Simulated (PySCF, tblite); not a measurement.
# C₆H₇S₂ radical: geometry, infrared bands and EPR parameters

Wanted: the infrared bands and EPR parameters of C₆H₇S₂ radical (`[CH2]c1ccc(SC)s1`), by calculation.

The runs use tblite 0.8.0 and PySCF 2.14.0, with density-fitted response routines of our own; the level of theory stands in each step. All values are computed, except where a source is named. Atoms count from 0, in the outputs and in this text.

## 1. The starting structure

15 atoms, charge 0, multiplicity 2; geometry from: force field or distance geometry start.

Bonds of the start (Å): C0–C1 1.41, C1–C2 1.37, C2–C3 1.42, C3–C4 1.39, C4–S5 1.75, S5–C6 1.81, C4–S7 1.70, S7–C1 1.73, C0–H8 1.09, C0–H9 1.09, C2–H10 1.10, C3–H11 1.07, C6–H12 1.09, C6–H13 1.10, C6–H14 1.09.

## 2. Optimising the geometry with GFN2-xTB

The job: settings as JSON, then the geometry in Å.

```
{"job": {"kind": "relax", "xc": "GFN2-xTB", "basis": "xTB"}, "charge": 0, "multiplicity": 2}
C     -2.795400    -1.177200     0.435700
C     -1.696800    -0.314100     0.252300
C     -1.633000     0.920200    -0.335600
C     -0.333600     1.497200    -0.332500
C      0.586000     0.656900     0.283100
S      2.285700     1.035600     0.485500
C      3.071400    -0.443900    -0.191700
S     -0.136800    -0.773400     0.845100
H     -2.699700    -2.133900     0.939900
H     -3.787300    -0.882300     0.079500
H     -2.510600     1.411800    -0.770700
H     -0.087500     2.456300    -0.735800
H      4.145800    -0.286400    -0.234900
H      2.891400    -1.313100     0.451600
H      2.695800    -0.645800    -1.193400
```

The run is started by

```bash
$ OMP_NUM_THREADS=1 python probes_run.py task.json out
```

This one command runs all jobs of the session in turn.

Log:

```text
step      E/eV     max force
  0    -621.10532    3.106
  1    -621.26592    0.855
  2    -621.29134    0.359
  3    -621.29881    0.231
  4    -621.30448    0.244
  5    -621.30885    0.171
  6    -621.31149    0.120
  7    -621.31337    0.106
  8    -621.31504    0.108
  9    -621.31645    0.097
 10    -621.31753    0.069
 11    -621.31842    0.089
 12    -621.31938    0.105
 13    -621.32065    0.116
 14    -621.32227    0.120
 15    -621.32397    0.098
 16    -621.32530    0.103
 17    -621.32625    0.088
 18    -621.32718    0.092
 19    -621.32834    0.112
 20    -621.32958    0.096
 21    -621.33065    0.075
 22    -621.33166    0.102
 23    -621.33291    0.128
 24    -621.33460    0.134
 25    -621.33667    0.136
 26    -621.33880    0.130
 27    -621.34109    0.138
 28    -621.34393    0.215
 29    -621.34738    0.249
 30    -621.35081    0.183
 31    -621.35347    0.117
 32    -621.35545    0.107
 33    -621.35748    0.131
 34    -621.35946    0.206
 35    -621.36155    0.176
 36    -621.36347    0.133
 37    -621.36549    0.141
 38    -621.36671    0.151
 39    -621.36880    0.127
 40    -621.37008    0.077
 41    -621.37078    0.077
 42    -621.37140    0.067
 43    -621.37183    0.049
 44    -621.37254    0.060
 45    -621.37285    0.065
 46    -621.37322    0.037
 47    -621.37336    0.033
 48    -621.37348    0.031
 49    -621.37363    0.036
 50    -621.37380    0.039
 51    -621.37394    0.030
 52    -621.37407    0.030
 53    -621.37425    0.045
 54    -621.37455    0.062
 55    -621.37499    0.065
 56    -621.37548    0.058
 57    -621.37595    0.069
 58    -621.37645    0.075
 59    -621.37718    0.103
 60    -621.37774    0.093
 61    -621.37833    0.042
 62    -621.37849    0.033
 63    -621.37862    0.026
 64    -621.37875    0.035
 65    -621.37897    0.040
 66    -621.37917    0.035
 67    -621.37939    0.040
 68    -621.37964    0.036
 69    -621.37996    0.052
 70    -621.38028    0.048
 71    -621.38054    0.036
 72    -621.38072    0.034
 73    -621.38090    0.043
 74    -621.38111    0.051
 75    -621.38124    0.052
 76    -621.38139    0.029
 77    -621.38146    0.022
 78    -621.38156    0.019
 79    -621.38164    0.021
 80    -621.38176    0.021
 81    -621.38183    0.021
 82    -621.38189    0.020
 83    -621.38197    0.019
 84    -621.38205    0.024
 85    -621.38212    0.021
 86    -621.38216    0.018
 87    -621.38219    0.016
 88    -621.38223    0.012
 89    -621.38225    0.010
 90    -621.38227    0.007
```

Wall time 0.69 s (1 thread of Arm Neoverse V1, shared host).

Along the way: (not every step is listed)

```
step  energy from step 0 (eV)  largest force (eV/Å)
   0                   0.0000                3.1062
   1                  -0.1606                0.8553
   2                  -0.1860                0.3589
   3                  -0.1935                0.2307
   4                  -0.1992                0.2442
   5                  -0.2035                0.1714
   6                  -0.2062                0.1202
   7                  -0.2080                0.1063
   8                  -0.2097                0.1075
  15                  -0.2187                0.0976
  22                  -0.2263                0.1019
  29                  -0.2421                0.2489
  36                  -0.2582                0.1334
  43                  -0.2665                0.0485
  50                  -0.2685                0.0388
  57                  -0.2706                0.0691
  64                  -0.2734                0.0348
  71                  -0.2752                0.0364
  78                  -0.2762                0.0187
  85                  -0.2768                0.0206
  86                  -0.2768                0.0185
  87                  -0.2769                0.0156
  88                  -0.2769                0.0124
  89                  -0.2769                0.0105
  90                  -0.2769                0.0070
```

Close pairs (by a distance rule), those that changed most:

```
  bond  before (Å)  after (Å)  change (Å)
 C0–C1       1.409      1.353      -0.057
 C1–C2       1.369      1.416      +0.047
 C2–C3       1.422      1.378      -0.044
 C4–S7       1.698      1.741      +0.043
 C1–S7       1.731      1.772      +0.042
C2–H10       1.096      1.074      -0.022
 C0–H9       1.094      1.075      -0.020
 C4–S5       1.753      1.737      -0.016
```

The final coordinates are the input of the step that follows.

## 3. Harmonic vibrations with GFN2-xTB

The job: settings as JSON, then the geometry in Å.

```
{"job": {"kind": "ir", "xc": "GFN2-xTB", "basis": "xTB"}, "charge": 0, "multiplicity": 2}
C     -2.702623    -1.203060     0.352560
C     -1.666948    -0.360149     0.137627
C     -1.688790     1.027467    -0.141719
C     -0.440418     1.586370    -0.311019
C      0.598475     0.680365    -0.174521
S      2.281112     1.079528    -0.334657
C      3.065231    -0.523575    -0.011812
S      0.013754    -0.921850     0.175137
H     -2.551375    -2.246157     0.558015
H     -3.713114    -0.838363     0.319360
H     -2.614100     1.569525    -0.207277
H     -0.259071     2.624112    -0.527608
H      4.135872    -0.361173    -0.082438
H      2.797360    -0.862498     0.984596
H      2.740221    -1.242551    -0.758156
```

Log:

```text
mode    cm-1     km/mol
  1      33.7      4.96
  2     102.0      0.02
  3     151.4      1.48
  4     163.0      0.02
  5     250.0      0.37
  6     270.2      0.53
  7     344.9      0.11
  8     381.2      1.11
  9     420.7      0.05
 10     516.7      0.17
 11     567.7      0.24
 12     594.5      7.09
 13     650.6      0.44
 14     713.2      1.85
 15     733.6      6.07
 16     745.5     35.61
 17     758.7     14.66
 18     836.6      2.97
 19     933.3     17.77
 20     940.4      0.70
 21     951.1      6.93
 22     985.6     10.82
 23    1098.2     15.36
 24    1160.1      3.22
 25    1226.3     11.65
 26    1316.3      0.31
 27    1363.9      6.92
 28    1413.8      8.74
 29    1423.6      3.37
 30    1437.0     11.12
 31    1437.6     13.23
 32    1542.2     27.25
 33    3032.7      1.42
 34    3036.9      3.17
 35    3061.8      2.16
 36    3122.4      1.20
 37    3128.1     11.74
 38    3141.6     16.98
 39    3160.3     20.39
```

Run time: 0.59 s. Hardware: 1 thread of Arm Neoverse V1, shared host.

The strongest bands and the atoms that carry them (share of the mass-weighted mode):

```
cm⁻¹  km/mol                                atoms
 746    35.6           H10 57 %, C2 18 %, H9 11 %
 759    14.7            H8 43 %, H9 24 %, C0 19 %
 933    17.8  H8 17 %, C4 17 %, H12 12 %, C0 11 %
1098    15.4          H11 34 %, H10 32 %, C4 18 %
1438    13.2         H14 49 %, H13 28 %, H12 13 %
1542    27.2                     C1 49 %, C0 35 %
3142    17.0                   H10 73 %, H11 18 %
3160    20.4                     H8 62 %, H9 27 %
```

## 4. g tensor and hyperfine couplings: B3LYP/pcH-1

The job, as its differences from that of step 3:

```diff
@@ -1,2 +1,2 @@
-{"job": {"kind": "ir", "xc": "GFN2-xTB", "basis": "xTB"}, "charge": 0, "multiplicity": 2}
+{"job": {"kind": "epr", "basis": "pcH-1"}, "charge": 0, "multiplicity": 2}
 C     -2.702623    -1.203060     0.352560
```

With the program's defaults for keys left out, this is: UKS B3LYP, pcH-1 on C H S, non-relativistic, mean-field spin-orbit, GIAO.

Log:

```text
UKS, coarse grid
  cycle   1  E = -1029.14675089  |g| = 3.50e-01
  cycle   2  E = -1029.07146806  |g| = 4.85e-01
  cycle   3  E = -1029.19332337  |g| = 1.38e-01
  cycle   4  E = -1029.20325123  |g| = 5.90e-02
  cycle   5  E = -1029.20509255  |g| = 1.88e-02
  cycle   6  E = -1029.20533539  |g| = 7.80e-03
  cycle   7  E = -1029.20540426  |g| = 5.01e-03
  cycle   8  E = -1029.20543091  |g| = 2.03e-03
  cycle   9  E = -1029.20543646  |g| = 8.41e-04
UKS, final grid
  cycle   1  E = -1029.20545691  |g| = 1.30e-03
  cycle   2  E = -1029.20545551  |g| = 2.13e-03
  cycle   3  E = -1029.20545776  |g| = 1.46e-04
  cycle   4  E = -1029.20545777  |g| = 3.43e-05
  cycle   5  E = -1029.20545778  |g| = 2.27e-05
E = -1029.20545778 Eh   <S^2> = 0.7780 (exact 0.7500)
g shifts (ppm)      1          2          3
  rmc          -165       -165       -165
  gc              1         39         33
  oz_so        -116       1079       4039
  total        -280        953       3907
hyperfine (MHz)  atom isotope    a_iso     a_fc   dipolar eigenvalues
    0   13C      44.65      44.76    -43.48    -42.38     85.86
    1   13C     -38.94     -38.88    -22.09      8.60     13.49
    2   13C      33.12      33.18    -29.36    -28.87     58.23
    3   13C     -25.74     -25.75    -14.26      6.18      8.09
    4   13C      39.46      39.13    -31.34    -30.24     61.58
    5   33S       3.79       4.00    -11.53     -9.01     20.54
    6   13C      -1.69      -1.71     -0.18     -0.16      0.34
    7   33S       1.62       1.69     -6.87     -3.18     10.04
    8    1H     -34.79     -34.79    -20.48     -0.30     20.78
    9    1H     -34.04     -34.04    -19.32     -0.76     20.08
   10    1H     -24.20     -24.20    -12.72     -1.27     13.99
   11    1H       5.57       5.57     -3.08     -0.16      3.23
   12    1H      -0.87      -0.88     -0.88     -0.85      1.73
   13    1H       7.95       7.94     -1.31     -0.62      1.93
   14    1H       7.87       7.87     -1.31     -0.61      1.92
```

Run time: 2 min. Hardware: 1 thread of Arm Neoverse V1, shared host; peak memory 0.97 GiB.

Principal g values 2.00204, 2.00327, 2.00623; g(iso) = 2.00385, against 2.00232 for a free electron.

Mean a(iso) over the nuclei that a row names, and the largest dipolar term of the row (other rows stand at the frozen geometry):

```
       nuclei  isotope  a(iso) (MHz)  a(iso) (G, at g = 2.0023)  largest dipolar term (MHz)
           C0      13C          44.7                       15.9                        85.9
           C4      13C          39.5                       14.1                        61.6
           C1      13C         -38.9                      -13.9                       -22.1
       H8, H9       1H         -34.4                      -12.3                        20.8
           C2      13C          33.1                       11.8                        58.2
           C3      13C         -25.7                       -9.2                       -14.3
          H10       1H         -24.2                       -8.6                        14.0
          H11       1H           5.6                        2.0                         3.2
H12, H13, H14       1H           5.0                        1.8                         1.9
           S5      33S           3.8                        1.4                        20.5
           C6      13C          -1.7                       -0.6                         0.3
           S7      33S           1.6                        0.6                        10.0
```

Mulliken spin populations:

C0 0.57; C1 -0.19; C2 0.37; C3 -0.13; C4 0.32; S5 0.08; C6 0.00; S7 0.04; H8 -0.03; H9 -0.02; H10 -0.02; H11 0.00; H12 0.00; H13 0.00; H14 0.00

In first order the couplings over 0.8 MHz of 1H give 48 distinct lines over 40.5 G, if the averaged nuclei exchange fast.

Orbitals, density, ELF and potential are computed afterwards from the orbital file.

ELF in a plane through or near 13 of the atoms.

Ten even steps from ' ' (0.00) to '@' (1.00):
```
                                                        
                                                        
                                                        
                                  ..--==..              
                          ..      ##@@@@%%..            
                      ..++**++    %%@@@@%%::            
              ....    ==%%@@%%--  ==@@@@**--::..        
      ..**++--==**--  ==%%::::**--++--####@@@@%%        
      **@@@@##..++++  ::++##**%%##**%%..@@@@@@@@..      
      @@@@@@@@..--++..::##**==##--++++==**@@@@%%        
      ++@@@@****@@**==**--**--..**@@**..    ..          
              ==..++::%%::==##++==--**##==              
            ::**..**::##++%%--++##::@@@@@@**            
            ==%%@@##**....++----**++@@@@@@%%            
            ::++%%##==  ..@@@@%%::  ++%%%%--            
              ..::::    ::@@@@@@==                      
                        ..%%@@##..                      
                          ..--..                        
                                                        
                                                        
```
The map spans 13.5 Å across and 10.6 Å up, centred on the molecule. Atoms in the plane (x, y in Å): C0 (2.7, 1.2), C1 (1.7, 0.4), C2 (1.7, -1.0), C3 (0.4, -1.6), C4 (-0.6, -0.7), S5 (-2.3, -1.1), C6 (-3.1, 0.5), S7 (0.0, 0.9), H8 (2.6, 2.3), H9 (3.7, 0.9), H10 (2.6, -1.6), H11 (0.3, -2.7), H12 (-4.1, 0.3).

log10 of the density (e/Å³) in the same plane.

Values, 10 rows by 14 columns:
```
-4.0 -4.0 -4.0 -4.0 -4.0 -4.0 -4.0 -4.0 -4.0 -4.0 -4.0 -4.0 -4.0 -4.0
-4.0 -4.0 -4.0 -4.0 -4.0 -4.0 -4.0 -4.0 -3.7 -3.1 -3.3 -4.0 -4.0 -4.0
-4.0 -4.0 -4.0 -3.3 -3.1 -3.1 -2.4 -2.2 -2.3 -1.2 -1.5 -2.9 -4.0 -4.0
-4.0 -3.7 -2.4 -1.6 -1.2 -1.7 -0.7 -0.4 -1.2  0.0 -0.3 -1.6 -3.1 -4.0
-4.0 -2.8 -1.0  0.0  0.2 -1.0 -0.1  1.7  0.0  0.3  0.2 -0.7 -2.6 -4.0
-4.0 -2.9 -1.2 -0.4  0.1 -0.2  0.2 -0.3  0.0 -0.1 -1.4 -2.0 -3.3 -4.0
-4.0 -4.0 -2.6 -1.1  0.6  0.3  0.0  0.4  0.3  0.3 -0.8 -2.7 -4.0 -4.0
-4.0 -4.0 -3.4 -1.9 -1.0 -1.1 -1.2  0.3 -0.8 -1.2 -1.7 -3.2 -4.0 -4.0
-4.0 -4.0 -4.0 -3.6 -2.9 -2.9 -2.3 -1.5 -2.2 -3.2 -3.7 -4.0 -4.0 -4.0
-4.0 -4.0 -4.0 -4.0 -4.0 -4.0 -3.9 -3.5 -3.8 -4.0 -4.0 -4.0 -4.0 -4.0
```
The map spans 13.5 Å across and 10.6 Å up, centred on the molecule. Atoms in the plane (x, y in Å): C0 (2.7, 1.2), C1 (1.7, 0.4), C2 (1.7, -1.0), C3 (0.4, -1.6), C4 (-0.6, -0.7), S5 (-2.3, -1.1), C6 (-3.1, 0.5), S7 (0.0, 0.9), H8 (2.6, 2.3), H9 (3.7, 0.9), H10 (2.6, -1.6), H11 (0.3, -2.7), H12 (-4.1, 0.3).

On the surface of density 0.002 e/bohr³ the electrostatic potential runs, from the 1st to the 99th percentile, from -0.72 V near C0 to 1.13 V near H12.

The spin density lies nearest to C0 26 %; C2, C4 about 19 % each; S5 7 %; C1 7 % (beta excess).

## 5. What came out

| quantity | value |
| --- | --- |
| strongest single infrared mode (GFN2-xTB) | 746 cm⁻¹, 36 km/mol |
| zero-point energy (GFN2-xTB) | 67.4 kcal/mol |
| g(iso) (B3LYP) | 2.00385 |
| ⟨S²⟩ | 0.778 (exact 0.75) |
| largest a(iso) (averaged by class) | 13C on C0, 44.7 MHz |
| surface potential, 1st and 99th percentile | -0.72 V and 1.13 V |

In words: Over 90 steps the energy fell by 0.277 eV; of the close pairs, C0–C1 changed most, 1.409 to 1.353 Å. No mode is imaginary among the 39: a minimum at this level. The strongest single mode, at 746 cm⁻¹, moves mainly H10. GFN2-xTB is a fitted tight-binding method: band positions and strengths are rough. Its intensities can rank the bands wrongly. C0 carries the largest spin population, 0.57 e. The isotropic g lies 1.5 ppt above the free-electron value.
